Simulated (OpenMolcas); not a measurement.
# Mo³⁺ among point charges: CASSCF and CASPT2 levels and susceptibility, part 1 of 2

Aim: the splitting of the states of Mo³⁺ in the field of 6 point charges, its lowest levels with spin-orbit coupling and its magnetic susceptibility.

Method: state-averaged CASSCF and CASPT2, spin-orbit coupling by RASSI with atomic mean-field integrals. Code: OpenMolcas 26.06.

**1. Starting point**

| Property | Result |
| --- | --- |
| Species | Mo³⁺ (molybdenum, Z = 42, 39 electrons) |
| Basis | ANO-RCC-VDZP [6s5p3d1f], 43 functions |
| Scalar Hamiltonian | DKH2, point nucleus |
| Inactive shells | 1s 2s 2p 3s 3p 3d 4s 4p |
| Active space | 3 electrons in 5 orbitals (4d) |
| Some configurations of this space | 4d3 |
| Orbitals | optimised for each spin and parity, averaged over all roots |

Outer shells as boxes (Hund's rule):

4d3
```
4d [↑ ][↑ ][↑ ][  ][  ]
```

The ion sits among 6 point charges of -1.7 e arranged as an octahedron (Oh), 2.19 Å from the ion.

Each step is its own input file, run in one work folder so that later steps find the files of earlier ones. Labels, J, g values, rates, χT and fits are worked out afterwards by a script from the matrices that RASSI stores. The input lists half of the charges; inversion (Group=XYZ) makes the rest.

**2. One- and two-electron integrals**

The input, a.inp:

```
&GATEWAY
Coord
1

Mo 0.0 0.0 0.0
Basis=ANO-RCC-VDZP
Group=XYZ
NoMove
AngMom=0.0 0.0 0.0
AMFI
XField
3 Angstrom 0
2.190000 0.000000 0.000000 -1.700000
0.000000 2.190000 0.000000 -1.700000
0.000000 0.000000 2.190000 -1.700000
&SEWARD
```

The run is started by

```console
> OMP_NUM_THREADS=1 MOLCAS_MEM=1689 MOLCAS_PROJECT=a pymolcas a.inp > a.log
```

What it wrote:

```text
Basis set label: MO.ANO-RCC...6S5P3D1F.

      Electronic valence basis set:
      ------------------
      Associated Effective Charge  42.000000 au
      Associated Actual Charge     42.000000 au
      Nuclear Model: Point charge

      Shell  nPrim  nBasis  Cartesian Spherical Contaminant
         s      21       6        X
         p      18       5        X
         d      13       3                 X
         f       6       1                 X
                  Relativistic Douglas-Kroll-Hess integrals:
                    - DKH order of Hamiltonian: 2
                    - DKH order of Properties : 0
                  Atomic mean-field integrals
```

**3. CASSCF: quartets of even parity, 10 roots**

The input, a.inp:

```
&RASSCF
FileOrb=start.orb
Symmetry=1
Spin=4
nActEl=3 0 0
Inactive=9 9
Ras2=5 0
CIRoot=10 10 1
SDav=10
CIMx=300
Iter=120 100
PrWF=0.3
OrbListing=Nothing
MaxOrb=0
>>> COPY $Project.JobIph JOB001
```

start.orb holds the contracted functions of the basis, ordered by shell, or the orbitals of the step before.

What it wrote, cut to the lines that bear on the results:

```text
[...]
      Number of active orbitals                  5
[...]
      Spin quantum number                      1.5
[...]
      Active orbitals                            5   0
[...]
      Number of CSFs                            10
      Number of root(s) required                10
[...]
      Convergence after  9 iterations
[...]
      Natural orbitals and occupation numbers for root  1
      sym 1:   1.000000   1.000000  -0.000000   1.000000  -0.000000
      Natural orbitals and occupation numbers for root  2
      sym 1:   1.000000   0.249907   0.750093   0.750093   0.249907
      Natural orbitals and occupation numbers for root  3
      sym 1:   1.000000   0.749573   0.749573   0.250427   0.250427
::    RASSCF root number  1 Total energy:  -4051.38820887
::    RASSCF root number  2 Total energy:  -4051.34960851
::    RASSCF root number  3 Total energy:  -4051.34960851
[...]
::    RASSCF root number  7 Total energy:  -4051.32432607
::    RASSCF root number  8 Total energy:  -4051.28072362
::    RASSCF root number  9 Total energy:  -4051.28072362
::    RASSCF root number 10 Total energy:  -4051.28072362
```

**4. Reference wave functions, doublets of even parity, 40 roots**

The input, a.inp:

```
&RASSCF
FileOrb=start.orb
Symmetry=1
Spin=2
nActEl=3 0 0
Inactive=9 9
Ras2=5 0
CIRoot=40 40 1
SDav=40
CIMx=300
Iter=120 100
PrWF=0.3
OrbListing=Nothing
MaxOrb=0
>>> COPY $Project.JobIph JOB002
```

What it wrote, cut to the lines that bear on the results:

```text
[...]
      Number of active orbitals                  5
[...]
      Spin quantum number                      0.5
[...]
      Active orbitals                            5   0
[...]
      Number of CSFs                            40
      Number of root(s) required                40
[...]
      Convergence after  7 iterations
[...]
      Natural orbitals and occupation numbers for root  1
      sym 1:   0.944419   0.994696   0.050406   0.994142   0.016338
      Natural orbitals and occupation numbers for root  2
      sym 1:   1.011085   0.960808   0.016338   0.961363   0.050406
      Natural orbitals and occupation numbers for root  3
      sym 1:   0.950099   0.987032   0.023667   0.991342   0.047859
::    RASSCF root number  1 Total energy:  -4051.32196555
::    RASSCF root number  2 Total energy:  -4051.32196555
::    RASSCF root number  3 Total energy:  -4051.31857396
[...]
::    RASSCF root number 27 Total energy:  -4051.22063775
::    RASSCF root number 28 Total energy:  -4051.21620614
::    RASSCF root number 29 Total energy:  -4051.21620614
::    RASSCF root number 30 Total energy:  -4051.21620614
```

**5. RASSI: spin-orbit coupling between the states**

The input, a.inp:

```
&RASSI
NrOfJobIphs=2 10 40
1 2 3 4 5 6 7 8 9 10
1 2 3 4 5 6 7 8 9 10 11 12 13 14 15 16 17 18 19 20 21 22 23 24 25 26 27
28 29 30 31 32 33 34 35 36 37 38 39 40
IphNames
JOB001
JOB002
EJob
SpinOrbit
DIPRint=1.0
SOCoupling=1000.0
Subsets=2
Property=9
'ANGMOM' 1 'ANGMOM' 2 'ANGMOM' 3 'MLTPL  1' 1 'MLTPL  1' 2 'MLTPL  1' 3
'AMFI' 1 'AMFI' 2 'AMFI' 3
SOProperty=3
'ANGMOM' 1 'ANGMOM' 2 'ANGMOM' 3
```

What it wrote:

```text
SPIN-FREE ENERGIES:
  (Shifted by EMIN (a.u.) =      -4051.3882088727)

 SF State       Relative EMIN(au)   Rel lowest level(eV)    D:o, cm**(-1)      L_eff

     1             0.0000000000        0.0000000000              0.0000         3.0
     2             0.0386003666        1.0503694842           8471.8012         3.0
     3             0.0386003666        1.0503694842           8471.8012         3.0
     4             0.0386003666        1.0503694842           8471.8012         3.0
     5             0.0638827998        1.7383395399          14020.6539         2.8
     6             0.0638827998        1.7383395399          14020.6539         2.8
     7             0.0638827998        1.7383395399          14020.6539         2.8
    11             0.0662433275        1.8025727703          14538.7299         3.9
    12             0.0662433275        1.8025727703          14538.7299         3.9
    13             0.0696349160        1.8948625947          15283.0975         4.0
    14             0.0696349160        1.8948625947          15283.0975         4.0
    15             0.0696349160        1.8948625947          15283.0975         4.0
    16             0.0914688752        2.4889948913          20075.0977         3.6
    17             0.0914688752        2.4889948913          20075.0977         3.6
    18             0.0914688752        2.4889948913          20075.0977         3.6
    19             0.0952501063        2.5918874324          20904.9820         4.0
    20             0.1072410675        2.9181781081          23536.6937         4.5
    21             0.1072410675        2.9181781081          23536.6937         4.5
    22             0.1072410675        2.9181781081          23536.6937         4.5
     8             0.1074852567        2.9248228364          23590.2871         1.4
     9             0.1074852567        2.9248228364          23590.2871         1.4
    10             0.1074852567        2.9248228364          23590.2871         1.4
    23             0.1093141350        2.9745891507          23991.6795         4.0
    24             0.1093141350        2.9745891507          23991.6795         4.0
    25             0.1093141350        2.9745891507          23991.6795         4.0
    26             0.1164986897        3.1700908414          25568.5070         3.8
    27             0.1164986897        3.1700908414          25568.5070         3.8
    28             0.1302779305        3.5450430863          28592.7008         3.4
    29             0.1302779305        3.5450430863          28592.7008         3.4
    30             0.1302779305        3.5450430863          28592.7008         3.4
    31             0.1488483136        4.0503689544          32668.4288         4.7
    32             0.1488483136        4.0503689544          32668.4288         4.7
    33             0.1488483136        4.0503689544          32668.4288         4.7
    34             0.1508481114        4.1047862232          33107.3336         3.1
    35             0.1508481114        4.1047862232          33107.3336         3.1
    36             0.1508481114        4.1047862232          33107.3336         3.1
    37             0.1675711252        4.5598426118          36777.6109         3.0
    38             0.1720027306        4.6804327367          37750.2359         3.2
    39             0.1720027306        4.6804327367          37750.2359         3.2
    40             0.1720027306        4.6804327367          37750.2359         3.2
Eigenvalues of complex Hamiltonian:
   -----------------------------------
  (Shifted by EMIN (a.u.) =      -4051.3882088727)

 SO State       Relative EMIN(au)   Rel lowest level(eV)    D:o, cm**(-1)     J-value

     1            -0.0009584532        0.0000000000              0.0000         2.6
     2            -0.0009584532        0.0000000000              0.0000         2.6
     3            -0.0009584532        0.0000000000              0.0000         2.5
     4            -0.0009584532        0.0000000000              0.0000         2.5
     5             0.0367496476        1.0260896956           8275.9715         2.4
     6             0.0367496476        1.0260896956           8275.9715         2.4
     7             0.0371406189        1.0367285654           8361.7798         2.6
     8             0.0371406189        1.0367285655           8361.7798         2.6
     9             0.0371406189        1.0367285653           8361.7798         2.5
    10             0.0371406189        1.0367285653           8361.7798         2.5
    11             0.0381969933        1.0654739771           8593.6272         2.6
    12             0.0381969933        1.0654739772           8593.6272         2.9
    13             0.0381969933        1.0654739771           8593.6272         2.6
    14             0.0381969933        1.0654739772           8593.6272         3.0
    15             0.0390235125        1.0879647107           8775.0272         2.9
    16             0.0390235125        1.0879647107           8775.0272         2.9
    17             0.0611890292        1.6911191469          13639.7958         2.3
    18             0.0611890292        1.6911191469          13639.7958         2.3
    19             0.0615663201        1.7013857554          13722.6016         2.7
    20             0.0615663201        1.7013857554          13722.6016         2.5
    21             0.0615663201        1.7013857554          13722.6016         2.5
    22             0.0615663201        1.7013857554          13722.6016         2.7
    23             0.0627720753        1.7341960251          13987.2342         3.3
    24             0.0627720753        1.7341960251          13987.2342         3.3
    25             0.0627720753        1.7341960251          13987.2342         2.7
    26             0.0627720753        1.7341960251          13987.2342         2.7
    27             0.0657986645        1.8165537126          14651.4938         3.1
    28             0.0657986645        1.8165537126          14651.4938         3.1
    29             0.0662691659        1.8293567095          14754.7569         2.8
    30             0.0662691659        1.8293567095          14754.7569         2.8
    31             0.0662691659        1.8293567095          14754.7569         3.3
    32             0.0662691659        1.8293567095          14754.7569         3.3
    33             0.0709018079        1.9554173204          15771.5043         3.0
    34             0.0709018079        1.9554173204          15771.5043         3.0
    35             0.0714700124        1.9708789505          15896.2108         3.0
    36             0.0714700124        1.9708789505          15896.2108         3.0
    37             0.0714700124        1.9708789505          15896.2108         3.6
    38             0.0714700124        1.9708789505          15896.2108         3.6
    39             0.0913503329        2.5118500308          20259.4368         2.9
    40             0.0913503329        2.5118500308          20259.4368         2.9
    41             0.0913503329        2.5118500307          20259.4368         2.9
Weights of the five most important spin-orbit-free states for each spin-orbit state.

 SO State  Total energy (au)           Spin-free states, spin, and weights
 -------------------------------------------------------------------------------------------------------
    1        -0.000958       1 1.5  0.9801    2 1.5  0.0074    3 1.5  0.0060    4 1.5  0.0029   18 0.5  0.0011
    2        -0.000958       1 1.5  0.9801    3 1.5  0.0072    2 1.5  0.0062    4 1.5  0.0030   18 0.5  0.0012
    3        -0.000958       1 1.5  0.9801    4 1.5  0.0076    2 1.5  0.0045    3 1.5  0.0042   16 0.5  0.0011
    4        -0.000958       1 1.5  0.9801    4 1.5  0.0083    3 1.5  0.0044    2 1.5  0.0037   17 0.5  0.0013
    5         0.036750       4 1.5  0.3302    2 1.5  0.3302    3 1.5  0.3302    7 1.5  0.0023    5 1.5  0.0023
    6         0.036750       4 1.5  0.3302    2 1.5  0.3302    3 1.5  0.3302    7 1.5  0.0023    5 1.5  0.0023
    7         0.037141       4 1.5  0.4549    3 1.5  0.2629    2 1.5  0.2133    5 1.5  0.0174    6 1.5  0.0174
    8         0.037141       4 1.5  0.4552    3 1.5  0.2434    2 1.5  0.2325    6 1.5  0.0181   12 0.5  0.0171
    9         0.037141       2 1.5  0.4074    3 1.5  0.3578    4 1.5  0.1659    7 1.5  0.0229   11 0.5  0.0171
   10         0.037141       2 1.5  0.3882    3 1.5  0.3773    4 1.5  0.1655    7 1.5  0.0229   11 0.5  0.0171
   11         0.038197       4 1.5  0.4779    3 1.5  0.2468    2 1.5  0.2443    1 1.5  0.0068    6 1.5  0.0058
   12         0.038197       2 1.5  0.4017    3 1.5  0.3992    4 1.5  0.1681    7 1.5  0.0068    1 1.5  0.0068
```

These steps took 9.2 s in all on 1 thread, shared host.

States without spin-orbit coupling:

| state | degeneracy | E (cm-1) | free-ion L (%) |
| --- | --- | --- | --- |
| 4A2 | 1 | 0 | F (100) |
| 4T2 | 3 | 8472 | F (100) |
| 4T1 | 3 | 14021 | F (85) |
| 2E | 2 | 14539 | G (67) |
| 2T1 | 3 | 15283 | G (49) |
| 2T2 | 3 | 20075 | D (43) |
| 2A1 | 1 | 20905 | G (100) |
| 2T2 | 3 | 23537 | G (53) |
| 4T1 | 3 | 23590 | P (85) |
| 2T1 | 3 | 23992 | H (51) |
| 2E | 2 | 25569 | H (51) |
| 2T1 | 3 | 28593 | P (44) |
| 2T1 | 3 | 32668 | H (74) |
| 2T2 | 3 | 33107 | D (58) |
| 2A2 | 1 | 36778 | F (100) |
| 2T2 | 3 | 37750 | F (80) |
| 2E | 2 | 38847 | D (44) |
| 2T1 | 3 | 42045 | F (85) |
| 2E | 2 | 56255 | D (92) |
| 2T2 | 3 | 58948 | D (90) |

With spin-orbit coupling:

```tsv
E (cm-1)	Degeneracy	Label	2S+1	g
0.0	4	Γ8	4	
8276	2	Γ7	4	2.60 2.60 2.60
8362	4	Γ8	4	
8594	4	Γ8	4	
8775	2	Γ6	4	2.56 2.56 2.56
13640	2	Γ7	4	0.83 0.83 0.83
13723	4	Γ8	4	
13987	4	Γ8	4	
14651	2	Γ6	4	3.60 3.60 3.60
14755	4	Γ8	2	
15772	2	Γ6	2	0.56 0.56 0.56
15896	4	Γ8	2	
20259	4	Γ8	2	
20588	2	Γ7	2	0.78 0.78 0.78
21273	2	Γ6	2	3.00 3.00 3.00
22877	4	Γ8	4	
22999	2	Γ6	4	1.41 1.41 1.41
23556	2	Γ7	2	0.97 0.97 0.97
23592	4	Γ8	2	
24015	4	Γ8	4	
24052	2	Γ6	2	1.40 1.40 1.40
24168	2	Γ7	4	2.30 2.30 2.30
25043	4	Γ8	2	
26097	4	Γ8	2
```

Principal g values are given for doublets only; a zero marks a field direction without first-order Zeeman splitting.

Powder χT (cm³ K/mol): 1.40 at 2 K, 1.40 at 5 K, 1.40 at 10 K, 1.41 at 20 K, 1.41 at 50 K, 1.43 at 100 K, 1.44 at 150 K, 1.45 at 200 K, 1.46 at 250 K, 1.47 at 300 K.

Orbitals of the lowest block (energies include the constant potential of the surroundings):

```csv
shell,space,energy (hartree),mean occupation,⟨r²⟩ (bohr²)
1s,inactive,-737.4448,2.000,0.00163
2s,inactive,-105.8796,2.000,0.0277
2p,inactive,-94.3344,6.000,0.0219
3s,inactive,-18.1912,2.000,0.208
3p,inactive,-14.2938,6.000,0.213
3d,inactive,-7.9335,10.000,0.206
4s,inactive,-1.6490,2.000,1.39
4p,inactive,-0.4801,6.000,1.69
4d,RAS2,,3.000,3.19
```

(Continued in part 2 of 2.)
